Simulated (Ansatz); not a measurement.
# BClH2O2: a saddle search, and a look at its input

Aim: a saddle search from the structure below. Read the input with care, then see what the program makes of it. The step meant is a 1,2-elimination at charge 0 and multiplicity 1, which changes O2–H4, B1–O2, O3–H4.

Computed with Ansatz 0.2.0, Gaussian basis. Level: PBE0-D4/def2-SVP.

## 1. The structure

```
atom    x (Å)    y (Å)    z (Å)
  B1   0.1014   0.2203  -0.0797
  O2  -0.0150  -0.8237   0.7789
  O3  -0.6717   0.3046  -1.1817
  H4  -1.2754  -0.4403  -1.2570
 Cl5   1.2744   1.5139   0.2143
  H6   0.5863  -0.7749   1.5251
```

## 2. The run

Input file run/in.yaml:

```yaml
crystal:
  periodic: [false, false, false]
  atoms:
    - {symbol: B, position_ang: [0.101386, 0.220328, -0.079676]}
    - {symbol: O, position_ang: [-0.014985, -0.823731, 0.778868]}
    - {symbol: O, position_ang: [-0.671683, 0.304588, -1.181655]}
    - {symbol: H, position_ang: [-1.275360, -0.440339, -1.257008]}
    - {symbol: Cl, position_ang: [1.274386, 1.513948, 0.214262]}
    - {symbol: H, position_ang: [0.586254, -0.774893, 1.525109]}
basis:
  gaussian: {orbitals: def2-SVP}
hamiltonian: {xc: pbe0, dispersion: d4}
saddle:
  max_steps: 30
  mode_guess:
    - [-0.0806, 0.2706, -0.2647]
    - [-0.1982, -0.0603, -0.1236]
    - [0.0599, 0.3068, -0.1959]
    - [0.2528, -0.4281, 0.6205]
    - [0.0461, -0.0169, 0.0492]
    - [-0.0800, -0.0721, -0.0855]
```

Command:

```
$ ansatz run in.yaml --threads 2 --pin off --events-out ev --progress --plain --max-ram 4352MiB
```

What does the calculation give? Wanted: outcome.

**Answer**, as computed:

| quantity | value |
| --- | --- |
| outcome | converged |
| fault | start at a minimum |
| steps taken | 30 |

What this shows: The run ended normally, yet its numbers don't answer the question that was meant. The search was started at a minimum, where no curvature is negative. The cure: start near the expected saddle.
